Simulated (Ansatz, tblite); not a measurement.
# The cluster Sn5Cl4+: rung by rung

Aim: run the doublet of the cluster Sn5Cl4+ at one geometry on many levels, and compare frontier levels, spin and run time.

The runs use Ansatz 0.2.0, Gaussian basis; as each input shows.

Levels to be run: GFN1-xTB, GFN2-xTB, PBE-D4/def2-SVP, r2SCAN-D4/def2-SVP, PBE-QIDH/def2-SVP, LDA/def2-SVP, MP2/def2-SVP.

8 further runs of the same task are left out: 4 that didn't finish, 4 set aside as unsound or not needed. Runs told in other sessions of the task aren't counted.

### 1 The geometry

The doublet was relaxed beforehand with PBE-D4/def2-SVP. At that level it is the lowest of the isomers that a small search found.

9 atoms, charge 1, spin multiplicity 2.

Bond lengths: Sn1–Sn4 2.911 Å, Sn1–Cl9 2.564 Å, Sn2–Sn4 3.085 Å, Sn2–Cl6 2.639 Å, Sn2–Cl9 2.818 Å, Sn3–Sn4 3.035 Å, Sn3–Cl7 2.643 Å, Sn3–Cl8 2.559 Å, Sn4–Sn5 3.086 Å, Sn5–Cl6 2.589 Å, Sn5–Cl7 2.626 Å. Angles: Sn4–Sn1–Cl9 87.4°, Sn4–Sn2–Cl6 102.2°, Sn4–Sn2–Cl9 79.7°, Cl6–Sn2–Cl9 94.0°, Sn4–Sn3–Cl7 87.2°, Sn4–Sn3–Cl8 72.9°, Cl7–Sn3–Cl8 92.4°, Sn1–Sn4–Sn2 81.3°, Sn1–Sn4–Sn3 167.3°, Sn1–Sn4–Sn5 106.7°, Sn2–Sn4–Sn3 97.1°, Sn2–Sn4–Sn5 69.0°, Sn3–Sn4–Sn5 84.1°, Sn4–Sn5–Cl6 103.3°, Sn4–Sn5–Cl7 86.4°, Cl6–Sn5–Cl7 92.7°, Sn2–Cl6–Sn5 83.9°, Sn3–Cl7–Sn5 102.2° and more.

Sn takes a core potential in the def2 sets. No spin-orbit coupling is included. The ion is computed in the gas phase, without counter-ions or solvent.

PBE0-D4/def2-SVP was run before; its log isn't repeated, and its numbers join the tables.

### 2 GFN1-xTB

Tight binding, by tblite at 300 K electronic temperature and without a spin-polarisation term:

```python
tblite.interface.Calculator('GFN1-xTB', numbers, positions, charge=1, uhf=1).singlepoint()
```

Energy -799.5265 eV; 0.02 s.

### 3 GFN2-xTB

Tight binding, by tblite at 300 K electronic temperature and without a spin-polarisation term:

```python
tblite.interface.Calculator('GFN2-xTB', numbers, positions, charge=1, uhf=1).singlepoint()
```

Energy -782.2404 eV; 0.06 s.

### 4 PBE-D4/def2-SVP

start.molden holds the orbitals of an earlier run on this state, given as this run's starting guess.

Contents of in.yaml:

```yaml
crystal:
  periodic: [false, false, false]
  atoms:
    - {symbol: Sn, position_ang: [-0.312686, 3.644011, -0.631907]}
    - {symbol: Sn, position_ang: [-1.803961, 0.203708, 0.468395]}
    - {symbol: Sn, position_ang: [1.183450, -1.800518, -2.376928]}
    - {symbol: Sn, position_ang: [0.644076, 0.964511, -1.248006]}
    - {symbol: Sn, position_ang: [1.519996, -0.303889, 1.425971]}
    - {symbol: Cl, position_ang: [-0.701896, -1.176779, 2.428996]}
    - {symbol: Cl, position_ang: [1.915437, -2.512390, 0.060737]}
    - {symbol: Cl, position_ang: [-1.290094, -1.720534, -1.726549]}
    - {symbol: Cl, position_ang: [-1.154323, 2.701889, 1.599290]}
basis:
  gaussian: {orbitals: def2-SVP, initial_orbitals: start.molden}
total_charge: 1
magnetization: {spin_polarized: true, initial_magnetization: 1}
hamiltonian: {xc: pbe, dispersion: d4}
scf: {omitted_lower_state_checks: [starts]}
output: {orbitals: {seedname: orbitals}}
```

The run is started by

```sh
ansatz run in.yaml --threads 4 --pin off --events-out ev --progress --plain --max-ram 6963MiB
```

The runs that follow: r2SCAN-D4/def2-SVP; PBE-QIDH/def2-SVP; LDA/def2-SVP; MP2/def2-SVP.

Q: Predict the results of all the runs planned. Wanted: gap in def2-SVP, named functionals, smallest and largest; correlation energy, MP2/def2-SVP; ⟨S²⟩ in def2-SVP, named functionals, smallest and largest.

The runs gave:

| quantity | value |
| --- | --- |
| gap in def2-SVP, named functionals, smallest and largest | 0.34 eV (LDA), 1.81 eV (PBE0-D4) |
| correlation energy, MP2/def2-SVP | -26.70 eV |
| ⟨S²⟩ in def2-SVP, named functionals, smallest and largest | 0.751, 0.759 |

What this shows: Over the named functionals in def2-SVP the gap runs from 0.34 eV (LDA) to 1.81 eV (PBE0-D4); exact exchange widens it. Over the named functionals in def2-SVP spin contamination reaches 0.01 (r2SCAN-D4), which is small.
